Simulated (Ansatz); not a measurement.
**F₂H₃SbSi: basis-set convergence**

One table from this session's results is given with a row withheld; the runs are named, their logs left out.

Computed with Ansatz 0.2.0, Gaussian basis. Level: one geometry, several basis sets.

Plan: PBE0-D4/def2-SVP; ωB97M-V/def2-SVP; PBE0-D4/def2-QZVPP; ωB97M-V/def2-QZVPP; the functionals' def2-TZVPP values are taken from earlier runs.

## The relaxed structure

An earlier PBE0-D4 in a triple-zeta def2 set relaxation fixed the geometry. Sb takes the def2 core potential; no spin-orbit term is included.

7 atoms, charge 0, spin multiplicity 1.

Atoms are counted from 1 here; the program's logs count them from 0.

Bond lengths: F1–Sb2 1.912 Å, Sb2–F3 1.912 Å, Sb2–Si4 2.614 Å, Si4–H5 1.487 Å, Si4–H6 1.487 Å, Si4–H7 1.483 Å. Angles: F1–Sb2–F3 95.3°, F1–Sb2–Si4 92.2°, F3–Sb2–Si4 92.2°, Sb2–Si4–H5 109.0°, Sb2–Si4–H6 109.0°, Sb2–Si4–H7 108.3°, H5–Si4–H6 109.1°, H5–Si4–H7 110.7°, H6–Si4–H7 110.7°.

As a file:

```xyz
7
F2H3SbSi
F     0.00758   -1.58628    1.84447
Sb    1.03665   -0.04601    1.36903
F     2.22767   -0.98132    0.20105
Si   -0.58054    0.55025   -0.59659
H     0.05165    1.59567   -1.44479
H    -1.85125    1.08174   -0.03550
H    -0.83056   -0.68195   -1.38347
```

The first run:

in.yaml reads:

```yaml
crystal:
  periodic: [false, false, false]
  atoms:
    - {symbol: F, position_ang: [0.007577, -1.586280, 1.844473]}
    - {symbol: Sb, position_ang: [1.036654, -0.046009, 1.369031]}
    - {symbol: F, position_ang: [2.227666, -0.981320, 0.201046]}
    - {symbol: Si, position_ang: [-0.580538, 0.550248, -0.596592]}
    - {symbol: H, position_ang: [0.051655, 1.595668, -1.444790]}
    - {symbol: H, position_ang: [-1.851253, 1.081741, -0.035499]}
    - {symbol: H, position_ang: [-0.830562, -0.681948, -1.383468]}
basis:
  gaussian: {orbitals: def2-SVP}
hamiltonian: {xc: pbe0, dispersion: d4}
output: {orbitals: {seedname: orbitals}}
```

Launch:

```bash
$ ansatz run in.yaml --threads 4 --pin off --events-out ev --progress --plain --max-ram 10444MiB
```

Steps of the session up to this table: PBE0-D4 in def2-SVP; ωB97M-V in def2-SVP; PBE0-D4 in def2-QZVPP; ωB97M-V in def2-QZVPP.

One table of the session follows, with a row left open; its other results are not shown here.

It belongs to the step «Density functionals: the series». 

```
functional       basis  HOMO (eV)  LUMO (eV)
   PBE0-D4    def2-SVP      -7.30      -1.58
   PBE0-D4  def2-TZVPP      -7.41      -1.83
   PBE0-D4  def2-QZVPP      -7.42      -1.87
   ωB97M-V    def2-SVP          ?          ?
   ωB97M-V  def2-TZVPP      -9.37       0.01
   ωB97M-V  def2-QZVPP      -9.40      -0.09
```

Estimate the missing values for ωB97M-V, def2-SVP.

As computed: HOMO (eV): -9.23; LUMO (eV): 0.39. In the column «HOMO (eV)» it lies between ωB97M-V, def2-TZVPP (-9.37) and PBE0-D4, def2-QZVPP (-7.42).
